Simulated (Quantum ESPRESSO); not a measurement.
The system is GaF.

```
Ga F
1.0
     0.00000    2.84624    2.84624
     2.84624    0.00000    2.84624
     2.84624    2.84624    0.00000
Ga F
1 1
Direct
  0.25000 0.25000 0.25000
  0.00000 0.00000 0.00000
```

The cell was built by a generator and needn't be a form met in nature.

```yaml
Program: Quantum ESPRESSO 7.5
Task: phonons
Functional: PBE
Potentials_or_basis: PseudoDojo 0.4.1 SR PBE standard
Cutoff: 1143 eV
Density_cutoff: 4572 eV
k_mesh: 4 × 4 × 4, shifted
Occupations: fermi-dirac, width 0.05 eV
Spin: no spin polarisation
Mixing_beta: 0.5
Most_SCF_iterations: 120
SCF_threshold: 4e-10 Ry
```

The first run showed a gap, so the response started from a second, tighter run with fixed occupations.

What is the highest optical frequency at the zone centre, leaving out the macroscopic field of polar modes?

64 cm⁻¹, a mode of symmetry T2 (IR and Raman). With the field the highest mode lies at 214 cm⁻¹.

Optical modes at Γ, degenerate ones joined, polar ones without the macroscopic field:
| cm⁻¹ | components | symmetry | active in | IR intensity, summed ((D/Å)²/amu) |
| --- | --- | --- | --- | --- |
| 64 | 3 | T2 | IR and Raman | 10.41 |

Zone-centre frequencies without and with the macroscopic field along z (cm⁻¹):
```
                optical modes in rising order
       without                       64 64 64
with the field                      64 64 214
```
